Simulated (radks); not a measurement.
# The series with 19 electrons, K to Gd⁴⁵⁺

An exercise on one series of results from a longer session: the logs are not shown, and one member is left open.

Program: radks (a radial shooting solver on a logarithmic mesh, Libxc functionals) version 1. Level of theory: Dirac Kohn-Sham, PBE, spin-unpolarised, spherical densities, point nucleus. These are calculated values, not measurements, unless marked.

**The system**

- electrons: 19
- ions: K, Ti³⁺, Mn⁶⁺, Ni⁹⁺, Ga¹²⁺, Se¹⁵⁺, Rb¹⁸⁺, Zr²¹⁺, Tc²⁴⁺, Pd²⁷⁺, In³⁰⁺, Te³³⁺, Cs³⁶⁺, Ce³⁹⁺, Pm⁴²⁺, Gd⁴⁵⁺
- configuration: [Ar] 4s1

Outer shells as boxes (Hund's rule):

[Ar] 4s1
```
[Ar] core
4s [↑ ]
```

The first run:

The run's settings:

```text
Z 19
configuration [Ar] 4s1
relativity Dirac
functional pbe,pbe
spin unpolarised
j_filling energy
nucleus point
c 137.035999084
```

Among the steps run: K; Ti³⁺; Mn⁶⁺; Ni⁹⁺; Ga¹²⁺; Se¹⁵⁺; Rb¹⁸⁺; Zr²¹⁺; Tc²⁴⁺; Pd²⁷⁺; In³⁰⁺; Te³³⁺; Cs³⁶⁺; Ce³⁹⁺; Pm⁴²⁺; Gd⁴⁵⁺.

One table of the session follows, with a row left open; its other results are not shown here.

```
  ion  E (hartree)  ε(2p3/2) (eV)  ε(3s1/2) (eV)  ε(3p1/2) (eV)  ε(3p3/2) (eV)
    K   -602.08996        -279.10        -35.340        -18.989        -18.723
 Ti³⁺   -851.44576        -485.59        -102.39        -78.439        -77.714
 Mn⁶⁺  -1146.83846        -756.52        -199.98        -168.26        -166.69
 Ni⁹⁺  -1488.53349        -1090.0        -326.53        -286.91        -283.94
Ga¹²⁺  -1876.94655        -1485.4        -481.80        -434.17        -429.06
Se¹⁵⁺  -2312.58982        -1942.6        -665.90        -610.14        -601.90
Rb¹⁸⁺  -2796.06117        -2461.7        -879.08        -815.04        -802.43
Zr²¹⁺  -3328.04349        -3042.6        -1121.7        -1049.2        -1030.7
Tc²⁴⁺  -3909.30805        -3685.4        -1394.2        -1313.1        -1286.7
Pd²⁷⁺  -4540.72016        -4390.4        -1697.1        -1607.2        -1570.7
In³⁰⁺  -5223.24652        -5157.6        -2030.9        -1932.1        -1882.6
Te³³⁺  -5957.96436        -5987.3        -2396.4        -2288.3        -2222.7
Cs³⁶⁺   -6746.0723        -6879.8        -2794.4        -2676.8        -2591.1
Ce³⁹⁺   -7588.9031        -7835.2        -3225.5        -3098.1        -2987.9
Pm⁴²⁺            ?              ?              ?              ?              ?
Gd⁴⁵⁺   -9444.8306        -9936.1        -4191.5        -4043.5        -3867.8
```

Estimate the missing values for Pm⁴²⁺.

As computed: E (hartree): -8487.9392; ε(2p3/2) (eV): -8853.9; ε(3s1/2) (eV): -3690.9; ε(3p1/2) (eV): -3553.4; ε(3p3/2) (eV): -3413.4. In the column «E (hartree)» it lies between Gd⁴⁵⁺ (-9444.8306) and Ce³⁹⁺ (-7588.9031).

The configuration is held, so it need not be the ground state of every ion.
